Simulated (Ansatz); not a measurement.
# Al₂Ge (triplet): wave-function methods side by side, cc-pVDZ

The task here is to estimate one member of a computed series from the others.

Method: cc-pVDZ, core rule «outside noble gas», up to 24 orbitals frozen; program: Ansatz 0.2.0, Gaussian basis.

The runs, in order: UHF; CCSD(T) on ROHF; CCSD(T) on UHF; BCCD(T) on ROHF; CISD; CCSDT(Q) on ROHF; CCSDT(Q) on UHF; CASSCF and MRCISD+Q, 10 electrons in 12 orbitals; CASSCF and NEVPT2, 10 electrons in 12 orbitals.

4 further runs of the same task are left out: 4 set aside as unsound or not needed.

### The system

The geometry is a PBE0/def2-TZVP stationary point (not a proven minimum) of the parent state, kept for this charge and spin. No spin-orbit coupling is included. The filled d shell of Ge may be among the frozen orbitals whatever the setting's name suggests; the logs give the count.

3 atoms, charge 0, spin multiplicity 3.

Atoms are counted from 1 here; the program's logs count them from 0.

Bond lengths: Al1–Ge2 2.435 Å, Al1–Al3 2.452 Å, Ge2–Al3 2.435 Å. Angles: Ge2–Al1–Al3 59.8°, Al1–Ge2–Al3 60.5°, Al1–Al3–Ge2 59.8°.

Geometry (Å):

```xyz
3

Al    0.00000    1.22598    1.20681
Ge    0.00000    0.00000   -0.89652
Al    0.00000   -1.22598    1.20681
```

The first run:

Input file in.yaml:

```yaml
crystal:
  periodic: [false, false, false]
  atoms:
    - {symbol: Al, position_ang: [0.000000, 1.225983, 1.206808]}
    - {symbol: Ge, position_ang: [0.000000, 0.000000, -0.896518]}
    - {symbol: Al, position_ang: [0.000000, -1.225983, 1.206808]}
basis:
  gaussian: {orbitals: cc-pVDZ}
magnetization: {spin_polarized: true, initial_magnetization: 2}
hamiltonian: {xc: hf}
output: {orbitals: {seedname: orbitals}}
```

On the command line:

```
$ ansatz run in.yaml --threads 1 --pin off --events-out ev --progress --plain --max-ram 2816MiB --backend cpu
```

Steps of the session up to this table: UHF; CCSD(T) on ROHF; CCSD(T) on UHF; BCCD(T) on ROHF; CISD; CCSDT(Q) on ROHF; CCSDT(Q) on UHF; CASSCF and MRCISD+Q, 10 electrons in 12 orbitals; CASSCF and NEVPT2, 10 electrons in 12 orbitals.

One table of the session follows, with a row left open; its other results are not shown here.

| method | from RCCSDT(Q) (kJ/mol) |
| --- | --- |
| ROHF | +612.0 |
| UHF | +570.0 |
| RMP2 | +101.6 |
| UMP2 | +133.7 |
| CISD | +108.0 |
| RCCSD | +49.9 |
| UCCSD | +47.3 |
| RCCSD(T) | +8.2 |
| UCCSD(T) | +9.4 |
| BCCD(T) | +8.4 |
| RCCSDT | +4.7 |
| UCCSDT | +4.0 |
| RCCSDT(Q) | 0 |
| UCCSDT(Q) | -0.6 |
| CASSCF valence | ? |
| NEVPT2 valence | +73.3 |
| MRCISD valence | +27.5 |
| MRCISD+Q valence | +2.3 |

Estimate the missing values for CASSCF valence.

As computed: from RCCSDT(Q) (kJ/mol): +303.9. In the column «from RCCSDT(Q) (kJ/mol)» it lies between UMP2 (+133.7) and UHF (+570.0).

Limits of these values: Restricted and unrestricted rows rest on different reference determinants; where their highest levels disagree by more than a few hundredths of an eV, they describe different states and don't form one ladder.
